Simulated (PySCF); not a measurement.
**C6H7N: runs on many settings**

Aim: see how C6H7N (`C#C/C(C=C)=N\C`) answers to the choice of functional, basis, grid and SCF options.

Computed with PySCF 2.14.0, with density-fitted response routines of our own, on a single molecule in the gas phase. Atoms are numbered from 0 throughout.

**1. The starting structure**

14 atoms, charge 0, multiplicity 1; geometry from: GFN2-xTB.

Bonds of the start (Å): C0–C1 1.20, C1–C2 1.43, C2–C3 1.46, C3–C4 1.33, C2–N5 1.27, N5–C6 1.43, C0–H7 1.05, C3–H8 1.08, C4–H9 1.08, C4–H10 1.08, C6–H11 1.09, C6–H12 1.09, C6–H13 1.09.

**2. TDDFT and polarisability: PBE0/def2-SVPD**

What the job is given:

```
{"job": {"kind": "uv", "xc": "PBE0", "basis": "def2-SVPD", "nstates": 12, "ntriplets": 0, "tda": false, "scf": {"conv": 1e-07}}, "charge": 0, "multiplicity": 1}
C      0.499952     2.018013     0.898350
C      0.143080     0.970221     0.430930
C     -0.136435    -0.310921    -0.139854
C     -1.534188    -0.680488    -0.335048
C     -2.557941     0.100315    -0.013157
N      0.764947    -1.142284    -0.487716
C      2.153012    -0.835395    -0.322357
H      0.762716     2.947143     1.311861
H     -1.677326    -1.658506    -0.771280
H     -3.577287    -0.206705    -0.173428
H     -2.409126     1.075803     0.422104
H      2.436154     0.060005    -0.884568
H      2.402077    -0.652398     0.727672
H      2.729686    -1.685276    -0.685677
```

Method: TDDFT PBE0/def2-SVPD, vertical, gas phase, core orbitals frozen in the response.

Started as:

```sh
$ OMP_NUM_THREADS=1 python probes_run.py task.json out
```

This one command runs all jobs of the session in turn.

Output:

```text
final grid: 115848 points
cycle   1  E = -286.8984501522  dE =  9.168e-01  |g| = 3.894e-01  |ddm| = 1.113e+01
cycle   2  E = -286.8895137822  dE =  8.936e-03  |g| = 4.585e-01  |ddm| = 2.886e+00
cycle   3  E = -286.9335384755  dE = -4.402e-02  |g| = 1.513e-01  |ddm| = 1.396e+00
cycle   4  E = -286.9385624114  dE = -5.024e-03  |g| = 4.207e-02  |ddm| = 3.582e-01
cycle   5  E = -286.9389729685  dE = -4.106e-04  |g| = 1.314e-02  |ddm| = 1.254e-01
cycle   6  E = -286.9390140680  dE = -4.110e-05  |g| = 4.905e-03  |ddm| = 4.288e-02
cycle   7  E = -286.9390197852  dE = -5.717e-06  |g| = 1.513e-03  |ddm| = 1.058e-02
cycle   8  E = -286.9390202782  dE = -4.930e-07  |g| = 6.430e-04  |ddm| = 3.077e-03
cycle   9  E = -286.9390203804  dE = -1.022e-07  |g| = 1.395e-04  |ddm| = 1.117e-03
cycle  10  E = -286.9390203856  dE = -5.194e-09  |g| = 2.791e-05  |ddm| = 4.763e-04
converged SCF energy = -286.9390203856

Static polarisability (au): isotropic 81.774, principal 50.247 87.459 107.617

Singlet excitations
state   eV       nm        f      main configurations
  1   4.0223    308.2   0.00026   H-1->L 0.99
  2   5.3008    233.9   0.00187   H-3->L 0.95
  3   5.3098    233.5   0.33781   H->L 0.90
  4   5.6518    219.4   0.05274   H-2->L 0.90
  5   6.4900    191.0   0.00033   H-1->L+1 0.99
  6   6.5589    189.0   0.00189   H->L+2 0.75, H-2->L+2 0.21
  7   6.6797    185.6   0.15817   H->L+1 0.79, H-2->L+1 0.08
  8   6.9993    177.1   0.05501   H-1->L+2 0.80, H-1->L+3 0.09
  9   7.1074    174.4   0.00021   H-4->L 0.78, H-2->L+2 0.08
 10   7.1831    172.6   0.01015   H-2->L+2 0.44, H->L+2 0.19, H-4->L 0.15
 11   7.2662    170.6   0.03081   H->L+3 0.77, H-3->L+1 0.09
 12   7.3110    169.6   0.00444   H-1->L+3 0.82
```

It took 27 s on 1 thread of Arm Neoverse V1, shared host; peak memory 0.82 GiB.

The orbitals next to the gap, with their largest atomic shares:

```tsv
orbital	eV	atoms
HOMO−3	-8.63	C0 41 %, C1 40 %, C2 5 %
HOMO−2	-8.40	C0 30 %, C1 28 %, C3 14 %
HOMO−1	-7.45	N5 61 %, C6 12 %, C2 9 %
HOMO	-7.39	N5 24 %, C4 23 %, C3 18 %
LUMO	-1.70	N5 28 %, C2 17 %, C4 15 %
LUMO+1	0.27	C3 27 %, C4 20 %, C0 16 %
LUMO+2	0.62	C0 36 %, C1 31 %, H7 12 %
```

With each of the 12 states as a Gaussian band of 0.4 eV half-width at 1/e, the curve within the window shown has maxima at 232 nm (ε 15,000), 183 nm (ε 8,200) L/(mol cm). Beyond the last state computed it falls off for lack of states. The curve at chosen wavelengths:

nm, ε (L/mol/cm) and a bar:
```
      163       1072 ##
      171       4125 ########
      179       7495 ###############
      187       7554 ################
      195       3767 ########
      203       1713 ####
      211       3488 #######
      219       8424 #################
      227      13562 ############################
      235      14560 ##############################
      243      10892 ######################
      251       5986 ############
      259       2544 #####
      266       1011 ##
      274        301 #
      282         81 
      290         25 
      298         13 
      306         11 
      314         10 
      322          9 
      330          7 
      338          5 
      346          3 
      354          2 
      362          1
```

Ground-state properties from the same run:

```tsv
property	computed
dipole moment (D)	1.80
polarisability (Å³)	12.12
HOMO–LUMO gap (eV)	5.69
−ε(HOMO) (eV)	7.39
```

**3. NMR shieldings: PBE0/aug-pcSseg-1**

What the job is given:

```
{"job": {"kind": "nmr", "xc": "PBE0", "basis": "aug-pcSseg-1", "pop": true, "gauge": [0, 0, 50], "scf": {"max_cycle": 86}}, "charge": 0, "multiplicity": 1}
C      0.399962     1.614410     0.718680
C      0.114464     0.776177     0.344744
C     -0.109148    -0.248737    -0.111883
C     -1.227350    -0.544390    -0.268038
C     -2.046353     0.080252    -0.010526
N      0.611958    -0.913827    -0.390173
C      1.722410    -0.668316    -0.257886
H      0.610173     2.357714     1.049489
H     -1.341861    -1.326805    -0.617024
H     -2.861830    -0.165364    -0.138742
H     -1.927301     0.860642     0.337683
H      1.948923     0.048004    -0.707654
H      1.921662    -0.521918     0.582138
H      2.183749    -1.348221    -0.548542
```

Level: common gauge origin PBE0/aug-pcSseg-1 NMR shielding, non-relativistic, gas phase.

Output:

```text
final grid: 115848 points
cycle   1  E = -285.6671547707  dE =  5.995e+00  |g| = 1.036e+00  |ddm| = 7.087e+01
cycle   2  E = -285.6569232372  dE =  1.023e-02  |g| = 1.014e+00  |ddm| = 2.709e+01
cycle   3  E = -285.8845278870  dE = -2.276e-01  |g| = 2.591e-01  |ddm| = 2.650e+01
cycle   4  E = -285.8989718273  dE = -1.444e-02  |g| = 4.688e-02  |ddm| = 3.096e+00
cycle   5  E = -285.8994143216  dE = -4.425e-04  |g| = 1.434e-02  |ddm| = 8.502e-01
cycle   6  E = -285.8994510194  dE = -3.670e-05  |g| = 6.458e-03  |ddm| = 2.019e-01
cycle   7  E = -285.8994591490  dE = -8.130e-06  |g| = 8.209e-04  |ddm| = 1.342e-01
cycle   8  E = -285.8994592868  dE = -1.378e-07  |g| = 1.985e-04  |ddm| = 1.006e-02
cycle   9  E = -285.8994592946  dE = -7.757e-09  |g| = 2.909e-05  |ddm| = 5.062e-03
cycle  10  E = -285.8994592948  dE = -2.017e-10  |g| = 9.150e-06  |ddm| = 4.489e-04
converged SCF energy = -285.8994592948

GIAO shielding tensors (ppm)
atom      isotropic    diamagn.    paramagn.     s11        s22        s33       span
  0 C      423.687    1967.513   -1543.826   -207.442    552.337    926.165   1133.607
  1 C      162.932    1053.646    -890.714     -1.854    161.380    329.269    331.123
  2 C       88.891     583.080    -494.189    -38.148     39.697    265.125    303.273
  3 C      -85.471    -532.327     446.856   -365.376   -171.268    280.231    645.607
  4 C      169.370     731.133    -561.764   -195.800    139.211    564.699    760.499
  5 N     -399.647   -1025.282     625.635   -982.756   -700.933    484.748   1467.503
  6 C      161.778     199.378     -37.600   -235.177    125.456    595.055    830.231
  7 H      339.034    2126.739   -1787.705   -326.995    494.837    849.259   1176.254
  8 H     -301.850   -2336.386    2034.535   -807.586   -501.431    403.466   1211.052
  9 H      -57.962    -633.240     575.278   -608.464   -108.000    542.578   1151.042
 10 H      303.216    2011.855   -1708.639   -289.834    443.445    756.037   1045.871
 11 H     -333.632   -2793.484    2459.852   -793.680   -512.276    305.060   1098.740
 12 H      609.220    4550.355   -3941.134    -64.303    870.877   1021.087   1085.390
 13 H     -194.528   -1703.899    1509.370   -705.313   -323.808    445.535   1150.848
```

Run time: 21 s. Hardware: 1 thread of Arm Neoverse V1, shared host; peak memory 1 GiB.

The run ended normally, but its values are not to be used for the molecule: all coordinates were scaled by 0.8; a common gauge origin replaces GIAOs, so the shieldings depend on where the origin lies.

**4. NMR shieldings: wB97X/aug-pcSseg-1**

What the job is given:

```
{"job": {"kind": "nmr", "xc": "wB97X", "basis": "aug-pcSseg-1", "pop": true}, "charge": 0, "multiplicity": 1}
C      0.499952     2.018013     0.898350
C      0.143080     0.970221     0.430930
C     -0.136435    -0.310921    -0.139854
C     -1.534188    -0.680488    -0.335048
C     -2.557941     0.100315    -0.013157
N      0.764947    -1.142284    -0.487716
C      2.153012    -0.835395    -0.322357
H      0.762716     2.947143     1.311861
H     -1.677326    -1.658506    -0.771280
H     -3.577287    -0.206705    -0.173428
H     -2.409126     1.075803     0.422104
H      2.436154     0.060005    -0.884568
H      2.402077    -0.652398     0.727672
H      2.729686    -1.685276    -0.685677
```

Method: GIAO wB97X/aug-pcSseg-1 NMR shielding, non-relativistic, gas phase.

Output:

```text
coarse grid: 11920 points
cycle   1  E = -287.2850481579  dE =  1.262e+00  |g| = 4.072e-01  |ddm| = 8.439e+00
cycle   2  E = -287.3034020910  dE = -1.835e-02  |g| = 3.841e-01  |ddm| = 3.555e+00
cycle   3  E = -287.3313691393  dE = -2.797e-02  |g| = 7.846e-02  |ddm| = 2.524e+00
cycle   4  E = -287.3328868384  dE = -1.518e-03  |g| = 3.095e-02  |ddm| = 2.704e-01
cycle   5  E = -287.3331455735  dE = -2.587e-04  |g| = 8.161e-03  |ddm| = 2.034e-01
cycle   6  E = -287.3331673513  dE = -2.178e-05  |g| = 3.563e-03  |ddm| = 4.489e-02
cycle   7  E = -287.3331723145  dE = -4.963e-06  |g| = 1.571e-03  |ddm| = 2.299e-02
final grid: 115848 points
cycle   8  E = -287.3807671442  dE = -1.089e-04  |g| = 3.389e-03  |ddm| = 3.822e-01
cycle   9  E = -287.3807684250  dE = -1.281e-06  |g| = 2.798e-03  |ddm| = 3.043e-02
cycle  10  E = -287.3807699622  dE = -1.537e-06  |g| = 9.841e-04  |ddm| = 1.530e-02
cycle  11  E = -287.3807701945  dE = -2.322e-07  |g| = 1.660e-04  |ddm| = 5.388e-03
cycle  12  E = -287.3807702056  dE = -1.116e-08  |g| = 6.623e-05  |ddm| = 9.509e-04
cycle  13  E = -287.3807702091  dE = -3.455e-09  |g| = 4.376e-05  |ddm| = 6.692e-04
cycle  14  E = -287.3807702099  dE = -8.665e-10  |g| = 1.200e-05  |ddm| = 3.422e-04
converged SCF energy = -287.3807702099

GIAO shielding tensors (ppm)
atom      isotropic    diamagn.    paramagn.     s11        s22        s33       span
  0 C       89.631     267.379    -177.748     28.016     43.623    197.254    169.238
  1 C      111.871     242.184    -130.313     14.232     18.447    302.935    288.703
  2 C       26.238     245.641    -219.404    -82.870     47.823    113.759    196.629
  3 C       39.355     259.668    -220.313    -76.979     52.887    142.158    219.137
  4 C       56.655     271.718    -215.062    -62.779     60.181    172.564    235.344
  5 N     -135.765     306.685    -442.450   -536.331   -131.414    260.449    796.780
  6 C      146.846     253.223    -106.378    130.835    132.565    177.137     46.302
  7 H       28.580      35.783      -7.203     24.285     25.499     35.957     11.672
  8 H       24.809      29.776      -4.968     22.304     23.720     28.403      6.098
  9 H       25.752      29.025      -3.273     23.860     25.236     28.158      4.298
 10 H       25.189      28.152      -2.962     22.787     24.015     28.765      5.978
 11 H       28.328      27.393       0.935     24.772     28.001     32.212      7.440
 12 H       28.327      27.384       0.943     24.770     27.994     32.217      7.447
 13 H       27.519      30.847      -3.328     23.861     26.847     31.850      7.989
```

Run time: 40 s. Hardware: 1 thread of Arm Neoverse V1, shared host; peak memory 1.1 GiB.

The references, computed at this level on geometries of the same kind, shield at (ppm): ¹H TMS 31.76, ¹³C TMS 190.0, ¹⁵N NH3 261.0. Their shielding less the atom's gives the shift. The references are single molecules in the gas phase, so shifts against H2O, NH3, PH3, H3PO4 or CFCl3 are not on the usual liquid scales and can be off by tens of ppm. Atoms listed in one row are averaged.

```tsv
atoms	environment	σ (ppm)	δ (ppm)
C2	C=N carbon	26.2	163.8
C3	alkene CH	39.4	150.7
C4	terminal =CH2 carbon	56.7	133.4
C0	terminal alkyne carbon	89.6	100.4
C1	alkyne carbon	111.9	78.2
C6	methyl carbon bonded to N	146.8	43.2
H8	hydrogen on an alkene CH	24.81	6.96
H10	hydrogen on a terminal =CH2 carbon	25.19	6.57
H9	hydrogen on a terminal =CH2 carbon	25.75	6.01
H11, H12, H13	hydrogen on a methyl carbon bonded to N	28.06	3.71
H7	hydrogen on a terminal alkyne carbon	28.58	3.18
N5	imine nitrogen	-135.8	396.7
```

Charges from the same density, by scheme (e):

```tsv
atoms	IAO	Hirshfeld	ESP fit
C0	-0.20	-0.07	-0.46
C1	-0.06	-0.03	0.01
C2	0.15	0.08	0.62
C3	-0.14	-0.05	-0.36
C4	-0.29	-0.09	-0.34
N5	-0.27	-0.15	-0.56
C6	-0.30	-0.08	0.07
```

Mulliken charges and Mayer bond orders break down with diffuse functions, so they are left out here.

With diffuse functions Mulliken charges and Mayer bond orders lose their meaning; the other schemes are steadier.

**5. TDDFT and polarisability: B97-D/def2-SVPD**

The job, as its differences from that of step 4:

```diff
@@ -1,2 +1,2 @@
-{"job": {"kind": "nmr", "xc": "wB97X", "basis": "aug-pcSseg-1", "pop": true}, "charge": 0, "multiplicity": 1}
+{"job": {"kind": "uv", "xc": "B97-D", "basis": "def2-SVPD", "nstates": 25, "ntriplets": 0, "tda": true}, "charge": 0, "multiplicity": 1}
 C      0.499952     2.018013     0.898350
```

Method: TDA B97-D/def2-SVPD, vertical, gas phase, core orbitals frozen in the response.

Output:

```text
coarse grid: 11920 points
cycle   1  E = -286.9656084999  dE =  7.126e-01  |g| = 5.125e-01  |ddm| = 1.356e+01
cycle   2  E = -286.8910173267  dE =  7.459e-02  |g| = 7.535e-01  |ddm| = 4.502e+00
cycle   3  E = -287.0101789867  dE = -1.192e-01  |g| = 3.361e-01  |ddm| = 2.614e+00
cycle   4  E = -287.0381769987  dE = -2.800e-02  |g| = 7.401e-02  |ddm| = 7.094e-01
cycle   5  E = -287.0392056588  dE = -1.029e-03  |g| = 4.271e-02  |ddm| = 2.393e-01
cycle   6  E = -287.0396780963  dE = -4.724e-04  |g| = 1.437e-02  |ddm| = 1.035e-01
cycle   7  E = -287.0397193467  dE = -4.125e-05  |g| = 6.477e-03  |ddm| = 3.133e-02
cycle   8  E = -287.0397302906  dE = -1.094e-05  |g| = 1.702e-03  |ddm| = 1.070e-02
cycle   9  E = -287.0397310389  dE = -7.483e-07  |g| = 2.862e-04  |ddm| = 3.365e-03
final grid: 115848 points
cycle  10  E = -287.0751958977  dE = -6.167e-05  |g| = 7.879e-03  |ddm| = 4.235e-01
cycle  11  E = -287.0751600284  dE =  3.587e-05  |g| = 1.370e-02  |ddm| = 6.308e-02
cycle  12  E = -287.0751990636  dE = -3.904e-05  |g| = 7.026e-03  |ddm| = 4.075e-02
cycle  13  E = -287.0752131528  dE = -1.409e-05  |g| = 5.192e-04  |ddm| = 1.072e-02
cycle  14  E = -287.0752131594  dE = -6.583e-09  |g| = 5.285e-04  |ddm| = 2.596e-03
cycle  15  E = -287.0752132283  dE = -6.888e-08  |g| = 6.995e-05  |ddm| = 1.009e-03
cycle  16  E = -287.0752132292  dE = -9.697e-10  |g| = 3.396e-05  |ddm| = 1.836e-04
cycle  17  E = -287.0752132295  dE = -2.617e-10  |g| = 1.212e-05  |ddm| = 8.530e-05
converged SCF energy = -287.0752132295

Static polarisability (au): isotropic 84.664, principal 51.447 91.507 111.037

Singlet excitations
state   eV       nm        f      main configurations
  1   3.7275    332.6   0.00032   H->L 0.99
  2   4.7884    258.9   0.00000   H-3->L 1.00
  3   4.9750    249.2   0.12032   H-2->L 0.52, H-1->L 0.25, H-1->L+1 0.21
  4   5.1531    240.6   0.14232   H-1->L 0.40, H-2->L 0.27, H->L+2 0.25
  5   5.2881    234.5   0.00008   H->L+1 1.00
  6   6.0263    205.7   0.13158   H->L+2 0.65, H-1->L 0.10, H-2->L+1 0.10
  7   6.0292    205.6   0.00165   H-1->L+2 1.00
  8   6.2876    197.2   0.17460   H-1->L+1 0.53, H-2->L+1 0.16, H-3->L+2 0.12
  9   6.3685    194.7   0.01614   H->L+3 0.93
 10   6.4374    192.6   0.00000   H-4->L 0.98
 11   6.6220    187.2   0.00007   H-3->L+1 0.97
 12   6.6835    185.5   0.02886   H-1->L+3 0.99
 13   6.8533    180.9   0.14362   H-5->L 0.41, H->L+4 0.24, H-2->L+1 0.18
 14   6.8776    180.3   0.00048   H-2->L+2 0.99
 15   6.9145    179.3   0.04984   H->L+4 0.71, H-5->L 0.15
 16   6.9442    178.5   0.02284   H->L+5 0.96
 17   7.2303    171.5   0.00322   H-1->L+4 0.65, H-6->L 0.35
 18   7.2413    171.2   0.00064   H-6->L 0.65, H-1->L+4 0.35
 19   7.2858    170.2   0.00252   H-1->L+5 1.00
 20   7.3470    168.8   0.11508   H-5->L 0.22, H-2->L+1 0.20, H-3->L+2 0.18
 21   7.4357    166.7   0.02760   H->L+6 0.97
 22   7.5138    165.0   0.00862   H-2->L+3 1.00
 23   7.6720    161.6   0.08225   H-3->L+3 0.92
 24   7.7772    159.4   0.00273   H-1->L+6 1.00
 25   7.8344    158.3   0.06575   H->L+7 0.94
```

Wall time 33 s (1 thread of Arm Neoverse V1, shared host); peak memory 0.65 GiB.

Key values: HOMO -5.92 eV, LUMO -2.51 eV; lowest singlet 3.73 eV.

**6. TDDFT and polarisability: BP86/IGLO-II**

The job, as its differences from that of step 5:

```diff
@@ -1,2 +1,2 @@
-{"job": {"kind": "uv", "xc": "B97-D", "basis": "def2-SVPD", "nstates": 25, "ntriplets": 0, "tda": true}, "charge": 0, "multiplicity": 1}
+{"job": {"kind": "uv", "xc": "BP86", "basis": "IGLO-II", "nstates": 6, "ntriplets": 2, "tda": true, "scf": {"conv": 1e-15, "max_cycle": 71}}, "charge": 0, "multiplicity": 1}
 C      0.499952     2.018013     0.898350
```

With the program's defaults for keys left out, this is: TDA BP86/IGLO-II, vertical, gas phase, core orbitals frozen in the response.

Output, shortened:

```text
final grid: 115848 points
cycle   1  E = -287.4737819100  dE =  7.840e-01  |g| = 5.798e-01  |ddm| = 3.164e+00
cycle   2  E = -287.4054705700  dE =  6.831e-02  |g| = 7.883e-01  |ddm| = 1.176e+00
cycle   3  E = -287.5353604329  dE = -1.299e-01  |g| = 3.119e-01  |ddm| = 7.518e-01
cycle   4  E = -287.5553506910  dE = -1.999e-02  |g| = 1.123e-01  |ddm| = 2.736e-01
cycle   5  E = -287.5580540908  dE = -2.703e-03  |g| = 4.739e-02  |ddm| = 1.134e-01
cycle   6  E = -287.5586197104  dE = -5.656e-04  |g| = 1.636e-02  |ddm| = 4.249e-02
cycle   7  E = -287.5586746976  dE = -5.499e-05  |g| = 6.751e-03  |ddm| = 1.199e-02
cycle   8  E = -287.5586850036  dE = -1.031e-05  |g| = 2.405e-03  |ddm| = 4.840e-03
cycle   9  E = -287.5586865172  dE = -1.514e-06  |g| = 3.724e-04  |ddm| = 1.763e-03
cycle  10  E = -287.5586865174  dE = -2.339e-10  |g| = 6.135e-05  |ddm| = 3.618e-04
[... 10 cycles left out ...]
cycle  21  E = -287.5586865185  dE = -9.095e-13  |g| = 6.902e-09  |ddm| = 4.387e-09
cycle  22  E = -287.5586865185  dE =  1.023e-12  |g| = 4.683e-09  |ddm| = 4.292e-09
cycle  23  E = -287.5586865185  dE = -6.821e-13  |g| = 7.882e-09  |ddm| = 6.328e-09
cycle  24  E = -287.5586865185  dE =  1.137e-13  |g| = 8.399e-09  |ddm| = 7.955e-09
cycle  25  E = -287.5586865185  dE = -6.821e-13  |g| = 9.477e-09  |ddm| = 7.754e-09
cycle  26  E = -287.5586865185  dE =  1.819e-12  |g| = 2.024e-08  |ddm| = 1.188e-08
cycle  27  E = -287.5586865185  dE = -2.274e-13  |g| = 4.649e-09  |ddm| = 1.201e-08
cycle  28  E = -287.5586865185  dE = -5.684e-13  |g| = 1.186e-08  |ddm| = 6.203e-09
cycle  29  E = -287.5586865185  dE =  1.137e-13  |g| = 6.523e-09  |ddm| = 3.757e-09
cycle  30  E = -287.5586865185  dE =  0.000e+00  |g| = 3.654e-09  |ddm| = 2.322e-09
converged SCF energy = -287.5586865185

Static polarisability (au): isotropic 77.448, principal 40.375 86.858 105.111

Singlet excitations
state   eV       nm        f      main configurations
  1   3.7226    333.1   0.00029   H->L 0.99
  2   4.8178    257.3   0.00000   H-3->L 1.00
  3   4.9831    248.8   0.10304   H-2->L 0.55, H-1->L+1 0.22, H-1->L 0.21
  4   5.1622    240.2   0.13276   H-1->L 0.40, H->L+2 0.29, H-2->L 0.23
  5   5.2415    236.5   0.00002   H->L+1 1.00
  6   6.0104    206.3   0.00093   H-1->L+2 1.00

Triplet excitations (Tamm-Dancoff, eV): 3.0137 3.1274
```

It took 47 s on 1 thread of Arm Neoverse V1, shared host; peak memory 0.66 GiB.

Despite a needlessly tight threshold, the SCF converged in 30 cycles.

In short: HOMO -6.00 eV, LUMO -2.63 eV; lowest singlet 3.72 eV.

**7. Run by run: electronic excitations**

Excitations and ground-state properties, with basis size and wall time:

```tsv
run	lowest singlet (eV)	brightest (eV)	f	gap (eV)	α (Å³)	μ (D)	functions	time
PBE0/def2-SVPD	4.02	5.31	0.338	5.69	12.12	1.80	196	27 s
B97-D/def2-SVPD	3.73	6.29	0.175	3.41	12.55	1.72	196	33 s
BP86/IGLO-II	3.72	5.16	0.133	3.37	11.48	1.71	196	47 s
```

**8. Results**

```
                                                                   quantity                                            value
                                            lowest singlet (PBE0/def2-SVPD)                      4.02 eV (308 nm), f = 0.000
                                   brightest single state of those computed                      state 3, 5.31 eV, f = 0.338
                                ¹³C shifts against TMS (wB97X/aug-pcSseg-1)       163.8, 150.7, 133.4, 100.4, 78.2, 43.2 ppm
¹H shifts against TMS (wB97X/aug-pcSseg-1, means over atoms taken as alike)                 6.96, 6.57, 6.01, 3.71, 3.18 ppm
                                ¹⁵N shifts against NH3 (wB97X/aug-pcSseg-1)                                        396.7 ppm
                                                range of the lowest singlet                                  3.72 to 4.02 eV
                                              property runs in this session  5, of which 0 failed and 1 gave unsound results
```

**Reading.** Single values in the summary come from the first run of each kind that ended normally (PBE0/def2-SVPD; wB97X/aug-pcSseg-1), which need not be the best level. The lowest singlet, at 4.02 eV, is HOMO−1→LUMO 0.99 and is dark; of the 12 states computed, the strongest absorption comes from state 3 at 5.31 eV. At wB97X/aug-pcSseg-1: Shielding is most anisotropic at N5 (span 797 ppm, paramagnetic term -442 ppm). The lowest singlet runs from 3.72 eV (BP86/IGLO-II) to 4.02 eV (PBE0/def2-SVPD), while the orbital gap spans 3.37 to 5.69 eV. The lowest state need not be the same one in every run. The runs solved for a few states only, so the brightest column depends on that window.
